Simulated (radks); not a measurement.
# Zn⁴⁺ in [Ar] 3d8: an all-electron calculation

Aim: the levels, the sizes of the orbitals and the parts of the energy of the zinc ion Zn4+.

The numbers are computed with radks (a radial shooting solver on a logarithmic mesh, Libxc functionals) version 1 (scalar-relativistic Kohn-Sham, SCAN, spin-polarised, spherical densities, finite nucleus; open shells are filled with parallel spins first), except any that are marked as measured or tabulated.

### Step 1. The system

| Item | Value |
| --- | --- |
| element | zinc (Z = 30) |
| charge | +4 |
| electrons | 26 |
| configuration | [Ar] 3d8 |
| nuclear rms radius | 3.9283 fm |

Outer shells as boxes (Hund's rule):

Zn⁴⁺
```
[Ar] core
3d [↑↓][↑↓][↑↓][↑ ][↑ ]
```

### Step 2. Self-consistent calculation

Input:

```text
Z 30
configuration [Ar] 3d8
relativity scalar-relativistic
functional scan,scan
spin polarised
nucleus finite rms 3.9283 fm
c 137.035999084
```

What does the calculation give?

As calculated:

```
                        quantity                      value
                    total energy        -1791.71396 hartree
exchange-correlation share of it                     3.91 %
                            −T/E                     1.0161
          highest occupied level        3d down, -71.784 eV
    most extended occupied level  3d down, <r> = 0.778 bohr
 radius at density 0.001 e/bohr³                  2.39 bohr
    maxima of the radial density                          3
         ionisation energy, NIST          83 (semi-emp.) eV
```

**Reading.** 3 principal shells are occupied and 3 maxima appear in the radial density. −T/E is 1.016: with relativity the kinetic term as defined here no longer equals −E. Minus the highest eigenvalue, 71.784 eV, is 87 % of the tabulated ionisation energy (83 eV); the potential of a semilocal functional falls off too fast, so its top eigenvalue is too shallow. Open shells are spherical and high-spin; term and fine-structure splittings are not resolved.
